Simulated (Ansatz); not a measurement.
# GaCl2+ (triplet): wave-function methods side by side, cc-pVDZ

One table from this session's results is given with a row withheld; the runs are named, their logs left out.

The runs use Ansatz 0.2.0, Gaussian basis; cc-pVDZ, core rule «outside noble gas», up to 24 orbitals frozen.

To be run: UHF; CCSD(T) on ROHF; CCSD(T) on UHF; BCCD(T) on ROHF; CISD as a restricted active space (open shells left free, so some higher excitations enter); CCSDT(Q) on ROHF; CCSDT(Q) on UHF.

34 further runs of the same task are left out: 12 for a known fault of the program, 10 that didn't finish, 12 set aside as unsound or not needed. Runs told in other sessions of the task aren't counted.

### What is computed

The geometry is a PBE0/def2-TZVP stationary point (not a proven minimum) of the parent state, kept for this charge and spin. No spin-orbit coupling is included. The filled d shell of Ga may be among the frozen orbitals whatever the setting's name suggests.

3 atoms, charge 1, spin multiplicity 3.

Atoms are counted from 1 here; the program's logs count them from 0.

Bond lengths: Cl1–Ga2 2.160 Å, Ga2–Cl3 2.160 Å. Angles: Cl1–Ga2–Cl3 119.1°.

Set-up of the first run:

The input, in.yaml:

```yaml
crystal:
  periodic: [false, false, false]
  atoms:
    - {symbol: Cl, position_ang: [0.000000, -0.542913, 1.861701]}
    - {symbol: Ga, position_ang: [0.000000, 0.552125, 0.000000]}
    - {symbol: Cl, position_ang: [0.000000, -0.542913, -1.861701]}
basis:
  gaussian: {orbitals: cc-pVDZ}
total_charge: 1
magnetization: {spin_polarized: true, initial_magnetization: 2}
hamiltonian: {xc: hf}
output: {orbitals: {seedname: orbitals}}
```

Started as:

```
ansatz run in.yaml --threads 1 --pin off --events-out ev --progress --plain --max-ram 2393MiB
```

Among the steps run: UHF; CCSD(T) on ROHF; CCSD(T) on UHF; BCCD(T) on ROHF; CISD as a restricted active space (open shells left free, so some higher excitations enter); CCSDT(Q) on ROHF; CCSDT(Q) on UHF.

One of the session's tables, all rows but one given; the rest of the session is left out.

```
   method  from RCCSDT(Q) (kJ/mol)
      UHF                   +856.7
     RMP2                   +108.8
     UMP2                   +129.7
    RCCSD                    +41.3
    UCCSD                    +39.2
 RCCSD(T)                     +8.7
 UCCSD(T)                    +15.7
  BCCD(T)                     +8.9
   RCCSDT                     +4.1
   UCCSDT                        ?
RCCSDT(Q)                        0
UCCSDT(Q)                     -3.9
```

Estimate the missing values for UCCSDT.

As computed: from RCCSDT(Q) (kJ/mol): +3.9. In the column «from RCCSDT(Q) (kJ/mol)» it lies between RCCSDT(Q) (0) and RCCSDT (+4.1).

Not comparable, so not listed: CISD as a restricted active space (open shells left free, so some higher excitations enter) (they don't share determinant, frozen orbitals or solution with the rows shown, or repeat one).

Caveats from the session: The report flags that the cluster equations may have other roots. Left out of the table: ROHF (another determinant or state than the rows shown). The program flags RCCSD(T), BCCD(T), RCCSDT(Q) as in doubt, so the zero of the table is itself unsure. Warnings: coupled cluster took another determinant than the lowest. Restricted and unrestricted rows rest on different reference determinants; a gap between their highest levels can come from leftover correlation error, from unlike frozen cores or from another state.
